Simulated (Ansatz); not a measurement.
# CH5AlClFOSi: one species, many methods

Aim: compute CH5AlClFOSi with functionals from several rungs and with coupled cluster, and see how far each lands from CCSD(T) at the basis-set limit for the atomisation energy.

Program: Ansatz 0.2.0, Gaussian basis. Level of theory: functionals in def2-TZVPP, the program's frozen cores in correlated methods. These are calculated values, not measurements.

Plan: PBE-D4, r2SCAN-D4, PBE0-D4, B3LYP-D4, ωB97X-V, ωB97M-V, B2PLYP; CCSD(T)/def2-TZVPP; MP2/def2-QZVPP; extrapolation to the limit.

## (1) The geometry

An earlier PBE0-D4 in a triple-zeta def2 set relaxation fixed the geometry.

SMILES `[CH3][Al]([Cl])[SiH](O)F`, 11 atoms, charge 0, spin multiplicity 1.

Atoms are counted from 1 here; the program's logs count them from 0.

Bond lengths: C1–Al2 1.944 Å, C1–H7 1.093 Å, C1–H8 1.096 Å, C1–H9 1.094 Å, Al2–Cl3 2.109 Å, Al2–Si4 2.473 Å, Si4–O5 1.644 Å, Si4–F6 1.611 Å, Si4–H10 1.483 Å, O5–H11 0.958 Å. Angles: Al2–C1–H7 111.6°, Al2–C1–H8 109.9°, Al2–C1–H9 112.2°, H7–C1–H8 107.2°, H7–C1–H9 108.5°, H8–C1–H9 107.2°, C1–Al2–Cl3 118.2°, C1–Al2–Si4 126.1°, Cl3–Al2–Si4 115.7°, Al2–Si4–O5 113.3°, Al2–Si4–F6 106.5°, Al2–Si4–H10 116.5°, O5–Si4–F6 109.4°, O5–Si4–H10 104.1°, F6–Si4–H10 106.8°, Si4–O5–H11 118.7°.

## (2) PBE-D4 (GGA)

in.yaml

```yaml
crystal:
  periodic: [false, false, false]
  atoms:
    - {symbol: C, position_ang: [-0.269658, -1.566183, 1.371253]}
    - {symbol: Al, position_ang: [0.868781, -0.267438, 0.479600]}
    - {symbol: Cl, position_ang: [2.947157, -0.359451, 0.825937]}
    - {symbol: Si, position_ang: [0.122215, 1.480867, -1.102241]}
    - {symbol: O, position_ang: [-1.005121, 0.948246, -2.173819]}
    - {symbol: F, position_ang: [-0.506110, 2.666252, -0.210141]}
    - {symbol: H, position_ang: [0.165382, -1.900641, 2.316234]}
    - {symbol: H, position_ang: [-0.391383, -2.452970, 0.738700]}
    - {symbol: H, position_ang: [-1.269771, -1.170989, 1.569773]}
    - {symbol: H, position_ang: [1.170452, 2.093611, -1.953768]}
    - {symbol: H, position_ang: [-1.766642, 0.471794, -1.840831]}
basis:
  gaussian: {orbitals: def2-TZVPP}
hamiltonian: {xc: pbe, dispersion: d4}
output: {forces: true, orbitals: {seedname: orbitals}}
```

Started as:

```bash
ansatz run in.yaml --threads 4 --pin off --events-out ev --progress --plain --max-ram 10444MiB
```

After this run come: r2SCAN-D4 (meta-GGA); PBE0-D4 (hybrid); B3LYP-D4 (hybrid); ωB97X-V (range-separated); ωB97M-V (range-separated); B2PLYP (double hybrid); CCSD(T) in def2-TZVPP; MP2 in def2-QZVPP.

Q: Predict the results of all the runs planned. Wanted: atomisation energy, CCSD(T)/CBS; farthest; mean size of error, hybrid; mean size of error, range-separated; gap, smallest and largest; T1 diagnostic; triples share of the correlation energy.

As calculated:

```
                               quantity                                value
        atomisation energy, CCSD(T)/CBS                       965.9 kcal/mol
functionals within 4.8 kcal/mol (0.5 %)  PBE-D4, r2SCAN-D4, ωB97X-V, ωB97M-V
                               farthest              B2PLYP (-17.2 kcal/mol)
             mean size of error, hybrid                        11.1 kcal/mol
    mean size of error, range-separated                         1.8 kcal/mol
              gap, smallest and largest  3.69 eV (PBE-D4), 9.82 eV (ωB97X-V)
                          T1 diagnostic                               0.0115
triples share of the correlation energy                                3.5 %
```

PBE-D4 is off by +3.9 kcal/mol. Double hybrids carry the basis error of their MP2 part in triple zeta, and no dispersion term here, so their miss is partly the set-up's. The reference freezes the cores and leaves out relativity and excitations past (T), so misses under about 4.8 kcal/mol can't be ranked. Hartree-Fock recovers 74 % of the binding; the rest is correlation. The gap grows from 3.7 to 9.8 eV across the functionals, mostly with the share of exact exchange.
